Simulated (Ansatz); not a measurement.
**C₂H₁₀N₂Si: up Jacob's ladder to CCSD(T)**

One table from this session's results is given with a row withheld; the runs are named, their logs left out.

Computed with Ansatz 0.2.0, Gaussian basis. Level: functionals in def2-TZVPP, the program's frozen cores in correlated methods.

The runs, in order: LDA (SPW92), PBE-D4, revPBE-D4, BLYP-D4, r2SCAN-D4, B97M-V, PBE0-D4, B3LYP-D4, r2SCANh-D4, r2SCAN0-D4, HSE06-D4, BHLYP-D4, CAM-B3LYP-D4, LC-ωPBE, ωB97X-V, ωB97M-V, B2PLYP, PBE-QIDH; CCSD(T)/def2-SVP; CCSD(T)/def2-TZVPP; MP2/def2-QZVPP; extrapolation to the limit; RPA on PBE.

## The relaxed structure

An earlier PBE0-D4 in a triple-zeta def2 set relaxation fixed the geometry.

SMILES `C[Si](C)(N)N`, 15 atoms, charge 0, spin multiplicity 1.

Atoms are counted from 1 here; the program's logs count them from 0.

Bond lengths: C1–Si2 1.872 Å, C1–H6 1.093 Å, C1–H7 1.094 Å, C1–H8 1.093 Å, Si2–C3 1.872 Å, Si2–N4 1.720 Å, Si2–N5 1.720 Å, C3–H9 1.093 Å, C3–H10 1.094 Å, C3–H11 1.093 Å, N4–H12 1.007 Å, N4–H13 1.006 Å, N5–H14 1.007 Å, N5–H15 1.006 Å. Angles: Si2–C1–H6 110.7°, Si2–C1–H7 111.6°, Si2–C1–H8 111.1°, H6–C1–H7 107.4°, H6–C1–H8 107.9°, H7–C1–H8 107.9°, C1–Si2–C3 108.8°, C1–Si2–N4 105.3°, C1–Si2–N5 116.2°, C3–Si2–N4 116.2°, C3–Si2–N5 105.3°, N4–Si2–N5 105.4°, Si2–C3–H9 110.7°, Si2–C3–H10 111.6°, Si2–C3–H11 111.1°, H9–C3–H10 107.4°, H9–C3–H11 107.9°, H10–C3–H11 107.9° and more.

The first run:

in.yaml reads:

```yaml
crystal:
  periodic: [false, false, false]
  atoms:
    - {symbol: C, position_ang: [-1.662051, 0.380910, 0.443853]}
    - {symbol: Si, position_ang: [0.117283, 0.139251, -0.085861]}
    - {symbol: C, position_ang: [0.634016, -1.614865, 0.315673]}
    - {symbol: N, position_ang: [0.998679, 1.388945, 0.701315]}
    - {symbol: N, position_ang: [0.442945, 0.335551, -1.763095]}
    - {symbol: H, position_ang: [-2.309811, -0.362019, -0.029146]}
    - {symbol: H, position_ang: [-1.778362, 0.275145, 1.526915]}
    - {symbol: H, position_ang: [-2.025630, 1.372312, 0.161752]}
    - {symbol: H, position_ang: [0.479733, -1.829596, 1.376501]}
    - {symbol: H, position_ang: [0.053811, -2.346903, -0.254647]}
    - {symbol: H, position_ang: [1.691540, -1.774874, 0.090522]}
    - {symbol: H, position_ang: [1.989091, 1.489554, 0.550037]}
    - {symbol: H, position_ang: [0.730151, 1.712309, 1.615476]}
    - {symbol: H, position_ang: [0.275467, 1.218220, -2.217695]}
    - {symbol: H, position_ang: [0.341238, -0.434639, -2.402400]}
basis:
  gaussian: {orbitals: def2-TZVPP}
hamiltonian: {xc: lda}
output: {orbitals: {seedname: orbitals}}
```

On the command line:

```sh
$ ansatz run in.yaml --threads 4 --pin off --events-out ev --progress --plain --max-ram 10444MiB
```

Steps of the session up to this table: LDA; PBE-D4 (GGA); revPBE-D4 (GGA); BLYP-D4 (GGA); r2SCAN-D4 (meta-GGA); B97M-V (meta-GGA); PBE0-D4 (hybrid); B3LYP-D4 (hybrid); r2SCANh-D4 (hybrid); r2SCAN0-D4 (hybrid); HSE06-D4 (hybrid); BHLYP-D4 (hybrid); CAM-B3LYP-D4 (range-separated); LC-ωPBE (range-separated); ωB97X-V (range-separated); ωB97M-V (range-separated); B2PLYP (double hybrid); PBE-QIDH (double hybrid).

One table of the session follows, with a row left open; its other results are not shown here.

```
  functional  HOMO (eV)  LUMO (eV)  gap (eV)
 LDA (SPW92)      -5.62      -0.05      5.57
      PBE-D4      -5.48       0.07      5.56
   revPBE-D4          ?          ?         ?
     BLYP-D4      -5.38       0.04      5.43
   r2SCAN-D4      -5.78       0.84      6.61
      B97M-V      -5.89       0.21      6.10
     PBE0-D4      -6.88       0.86      7.74
    B3LYP-D4      -6.66       0.51      7.17
  r2SCANh-D4      -6.30       1.05      7.35
  r2SCAN0-D4      -7.09       1.36      8.44
    HSE06-D4      -6.47       0.49      6.97
    BHLYP-D4      -8.21       1.41      9.62
CAM-B3LYP-D4      -8.31       1.58      9.89
     LC-ωPBE      -9.67       2.90     12.57
     ωB97X-V      -9.33       2.65     11.98
     ωB97M-V      -9.23       2.20     11.43
```

Estimate the missing values for revPBE-D4.

**Answer.** HOMO (eV): -5.43; LUMO (eV): 0.15; gap (eV): 5.58. In the column «HOMO (eV)» it lies between PBE-D4 (-5.48) and BLYP-D4 (-5.38).
